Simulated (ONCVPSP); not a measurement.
# H: the cost of one run

Program: ONCVPSP 4.0.1.1 (patched build). Reference atom: LDA (Perdew-Wang 92), scalar-relativistic, spherical and spin-unpolarised. All values are calculated.

## 1. The design

Typed settings, in words:

```json
{
  "element": "hydrogen (H, Z = 1)",
  "type": "optimised norm-conserving Vanderbilt (ONCV)",
  "frozen core": "none",
  "valence charge": "1",
  "reference configuration": "1s1",
  "partial waves": "1s: rc 1.00 bohr, ncon 5, nbas 10, qcut 5.2 1/bohr, 2 projectors, debl 3 Ha; p scattering state at 0.16 Ha: rc 1.10 bohr, ncon 4, nbas 9, qcut 5.9 1/bohr, 2 projectors, debl 3.8 Ha",
  "local potential": "polynomial inside 0.75 bohr (lpopt 5, dvloc0 0 Ha)",
  "core correction": "not asked for"
}
```

An earlier all-electron run gives the scale for the radii.

All-electron outer shells of the reference configuration (LDA (PZ), scalar-relativistic, ld1.x):

```csv
shell,level (eV),outermost node (bohr),outermost maximum (bohr)
1s,-6.36,–,1.05
```

## 2. Generation

The input, H.dat:

```
# ATOM AND REFERENCE CONFIGURATION
# atsym  z   nc   nv     iexc    psfile
  H 1.00    0    1  -001012      upf
#
#   n    l    f
    1    0    1.00
#
# PSEUDOPOTENTIAL AND OPTIMIZATION
# lmax
    1
#
#   l,   rc,      ep,       ncon, nbas, qcut
    0    1.00    0.00    5   10    5.20
    1    1.10    0.16    4    9    5.90
#
# LOCAL POTENTIAL
# lloc, lpopt,  rc(5),   dvloc0
    4    5    0.75    0.00
#
# VANDERBILT-KLEINMAN-BYLANDER PROJECTORs
# l, nproj, debl
    0    2    3.00
    1    2    3.80
#
# MODEL CORE CHARGE
# icmod, fcfact, rcfact
    0    0.00    0.00
#
# LOG DERIVATIVE ANALYSIS
# epsh1, epsh2, depsh
   -2.00    5.00    0.02
#
# OUTPUT GRID
# rlmax, drl
    6.00    0.01
#
# TEST CONFIGURATIONS
# ncnf
    1
# nvcnf
#   n    l    f
    1
    1    0    0.50
#
```

Run with:

```
$ oncvpsp.x < H.dat > H.out
```

**Question.** How long does this run take on 1 thread of Neoverse-V1, shared host?

About 2.5 s.
